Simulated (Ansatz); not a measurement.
# MoNH+ (octet): the correlation ladder, def2-TZVPP

An exercise on one series of results from a longer session: the logs are not shown, and one member is left open.

Method: def2-TZVPP, core rule «outside noble gas», up to 5 orbitals frozen; program: Ansatz 0.2.0, Gaussian basis.

The runs, in order: UHF; ROHF; CCSD(T) on UHF.

**The system**

The geometry is a PBE0/def2-TZVP stationary point (not a proven minimum) of the parent state, kept for this charge and spin. No spin-orbit coupling is included. Elements past krypton take def2 core potentials.

3 atoms, charge 1, spin multiplicity 8.

Atoms are counted from 1 here; the program's logs count them from 0.

Bond lengths: Mo1–N2 1.919 Å, N2–H3 1.021 Å. Angles: Mo1–N2–H3 180.0°.

The first run:

in.yaml

```yaml
crystal:
  periodic: [false, false, false]
  atoms:
    - {symbol: Mo, position_ang: [0.000000, 0.000000, 1.619500]}
    - {symbol: N, position_ang: [0.000000, 0.000000, -0.299200]}
    - {symbol: H, position_ang: [0.000000, 0.000000, -1.320300]}
basis:
  gaussian: {orbitals: def2-TZVPP}
total_charge: 1
magnetization: {spin_polarized: true, initial_magnetization: 7}
hamiltonian: {xc: hf}
output: {orbitals: {seedname: orbitals}}
```

Started as:

```console
ansatz run in.yaml --threads 1 --pin off --events-out ev --progress --plain --max-ram 4096MiB --backend cpu
```

Steps of the session up to this table: UHF; ROHF; CCSD(T) on UHF.

One table of the session follows, with a row left open; its other results are not shown here.

It belongs to the step «Misses and costs». 

| method | from UCCSD(T) (meV) |
| --- | --- |
| ROHF | ? |
| UHF | +6518.9 |
| UMP2 | +833.0 |
| UCCSD | +167.8 |
| UCCSD(T) | 0 |

**Question.** Estimate the row for ROHF.

The run gave: from UCCSD(T) (meV): +6806.0. In the column «from UCCSD(T) (meV)» it is the highest.
